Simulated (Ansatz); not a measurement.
# CH4AlBO2: how energies converge with the basis set

One table from this session's results is given with a row withheld; the runs are named, their logs left out.

Program: Ansatz 0.2.0, Gaussian basis. Level of theory: one geometry, several basis sets. These are calculated values, not measurements.

Levels to be run: PBE0-D4/def2-SVP; ωB97M-V/def2-SVP; PBE0-D4/def2-QZVPP; ωB97M-V/def2-QZVPP; the functionals' def2-TZVPP values are taken from earlier runs.

### Structure used throughout

The geometry comes from an earlier relaxation with PBE0-D4 in a triple-zeta def2 set; it is a stationary point, not always the lowest conformer.

9 atoms, charge 0, spin multiplicity 1.

Atoms are counted from 1 here; the program's logs count them from 0.

Bond lengths: B1–O2 1.375 Å, B1–H6 1.190 Å, B1–H7 1.192 Å, O2–C3 1.325 Å, C3–O4 1.250 Å, C3–Al5 1.944 Å, O4–Al5 1.959 Å, Al5–H8 1.577 Å, Al5–H9 1.577 Å. Angles: O2–B1–H6 115.5°, O2–B1–H7 119.6°, H6–B1–H7 124.8°, B1–O2–C3 124.6°, O2–C3–O4 119.8°, O2–C3–Al5 168.1°, O4–C3–Al5 72.0°, C3–O4–Al5 70.7°, C3–Al5–O4 37.4°, C3–Al5–H8 116.5°, C3–Al5–H9 117.1°, O4–Al5–H8 113.1°, O4–Al5–H9 113.1°, H8–Al5–H9 126.0°.

The first run:

in.yaml reads:

```yaml
crystal:
  periodic: [false, false, false]
  atoms:
    - {symbol: B, position_ang: [1.614270, 1.134125, -0.896309]}
    - {symbol: O, position_ang: [0.740616, 1.082306, 0.164757]}
    - {symbol: C, position_ang: [-0.173066, 0.138680, 0.341975]}
    - {symbol: O, position_ang: [-0.780958, -0.330407, -0.644648]}
    - {symbol: Al, position_ang: [-1.466781, -1.158294, 0.992505]}
    - {symbol: H, position_ang: [2.241048, 2.141047, -0.996117]}
    - {symbol: H, position_ang: [1.736213, 0.184726, -1.605865]}
    - {symbol: H, position_ang: [-0.941155, -2.629726, 1.207645]}
    - {symbol: H, position_ang: [-2.881788, -0.608757, 1.418858]}
basis:
  gaussian: {orbitals: def2-SVP}
hamiltonian: {xc: pbe0, dispersion: d4}
output: {orbitals: {seedname: orbitals}}
```

Started as:

```console
> ansatz run in.yaml --threads 2 --pin off --events-out ev --progress --plain --max-ram 4352MiB
```

Among the steps run: PBE0-D4 in def2-SVP; ωB97M-V in def2-SVP; PBE0-D4 in def2-QZVPP; ωB97M-V in def2-QZVPP.

One of the session's tables, all rows but one given; the rest of the session is left out.

It belongs to the step «Functionals by basis». 

| functional | basis | HOMO (eV) | LUMO (eV) |
| --- | --- | --- | --- |
| PBE0-D4 | def2-SVP | ? | ? |
| PBE0-D4 | def2-TZVPP | -8.12 | -1.89 |
| PBE0-D4 | def2-QZVPP | -8.12 | -1.91 |
| ωB97M-V | def2-SVP | -10.44 | 0.40 |
| ωB97M-V | def2-TZVPP | -10.46 | 0.25 |
| ωB97M-V | def2-QZVPP | -10.47 | 0.18 |

**Question.** Estimate the row for PBE0-D4, def2-SVP.

As computed: HOMO (eV): -8.13; LUMO (eV): -1.86. In the column «HOMO (eV)» it lies between ωB97M-V, def2-SVP (-10.44) and PBE0-D4, def2-TZVPP (-8.12).
